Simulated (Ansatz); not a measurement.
**GaH₅O₃S: a ladder of functionals and wavefunction methods**

One table from this session's results is given with a row withheld; the runs are named, their logs left out.

Method: functionals in def2-TZVPP, the program's frozen cores in correlated methods; program: Ansatz 0.2.0, Gaussian basis.

Levels to be run: PBE-D4, r2SCAN-D4, PBE0-D4, B3LYP-D4, ωB97X-V, ωB97M-V, B2PLYP; CCSD(T)/def2-TZVPP; MP2/def2-QZVPP; extrapolation to the limit.

## The relaxed structure

The geometry comes from an earlier relaxation with PBE0-D4 in a triple-zeta def2 set; it is a stationary point, not always the lowest conformer.

SMILES `[OH][Ga-]([OH])([OH])[SH2+]`, 10 atoms, charge 0, spin multiplicity 1.

Atoms are counted from 1 here; the program's logs count them from 0.

Bond lengths: O1–Ga2 1.798 Å, O1–H6 0.959 Å, Ga2–O3 1.802 Å, Ga2–O4 1.792 Å, Ga2–S5 2.607 Å, O3–H7 0.959 Å, O4–H8 0.959 Å, S5–H9 1.344 Å, S5–H10 1.345 Å. Angles: Ga2–O1–H6 112.6°, O1–Ga2–O3 117.7°, O1–Ga2–O4 118.9°, O1–Ga2–S5 95.5°, O3–Ga2–O4 118.8°, O3–Ga2–S5 94.5°, O4–Ga2–S5 101.3°, Ga2–O3–H7 112.3°, Ga2–O4–H8 112.4°, Ga2–S5–H9 89.9°, Ga2–S5–H10 90.5°, H9–S5–H10 92.8°.

The first run:

in.yaml

```yaml
crystal:
  periodic: [false, false, false]
  atoms:
    - {symbol: O, position_ang: [-1.427789, -0.553116, 1.120500]}
    - {symbol: Ga, position_ang: [0.011772, -0.585539, 0.043428]}
    - {symbol: O, position_ang: [1.607772, -0.163483, 0.766218]}
    - {symbol: O, position_ang: [-0.027859, -1.610128, -1.426250]}
    - {symbol: S, position_ang: [-0.384927, 1.781860, -0.973221]}
    - {symbol: H, position_ang: [-2.105962, -1.174783, 0.848851]}
    - {symbol: H, position_ang: [1.580965, -0.149669, 1.725115]}
    - {symbol: H, position_ang: [0.847074, -1.893606, -1.698738]}
    - {symbol: H, position_ang: [-0.945511, 2.182229, 0.180944]}
    - {symbol: H, position_ang: [0.844464, 2.166234, -0.586846]}
basis:
  gaussian: {orbitals: def2-TZVPP}
hamiltonian: {xc: pbe, dispersion: d4}
output: {forces: true, orbitals: {seedname: orbitals}}
```

Run with:

```console
$ ansatz run in.yaml --threads 2 --pin off --events-out ev --progress --plain --max-ram 32768MiB --backend cpu
```

Among the steps run: PBE-D4 (GGA); r2SCAN-D4 (meta-GGA); PBE0-D4 (hybrid); B3LYP-D4 (hybrid); ωB97X-V (range-separated); ωB97M-V (range-separated); B2PLYP (double hybrid); CCSD(T) in def2-TZVPP; MP2 in def2-QZVPP.

One table of the session follows, with a row left open; its other results are not shown here.

| method | atomisation energy (kJ/mol) |
| --- | --- |
| PBE-D4 | 3340.8 |
| r2SCAN-D4 | 3305.3 |
| PBE0-D4 | 3241.6 |
| B3LYP-D4 | 3256.6 |
| ωB97X-V | 3301.9 |
| ωB97M-V | 3298.4 |
| B2PLYP | 3247.8 |
| HF/def2-TZVPP | 2184.0 |
| MP2/def2-TZVPP | 3329.6 |
| CCSD/def2-TZVPP | 3172.8 |
| CCSD(T)/def2-TZVPP | 3236.2 |
| MP2/CBS | ? |
| CCSD(T)/CBS | 3333.7 |

Estimate the missing values for MP2/CBS.

The run gave: atomisation energy (kJ/mol): 3427.2. In the column «atomisation energy (kJ/mol)» it is the highest.

Limits of these values: Free atoms (3 O, 1 Ga, 1 S, 5 H) were run apart at each level; the atomisation energy is their sum less the molecule, without zero-point or spin-orbit terms.
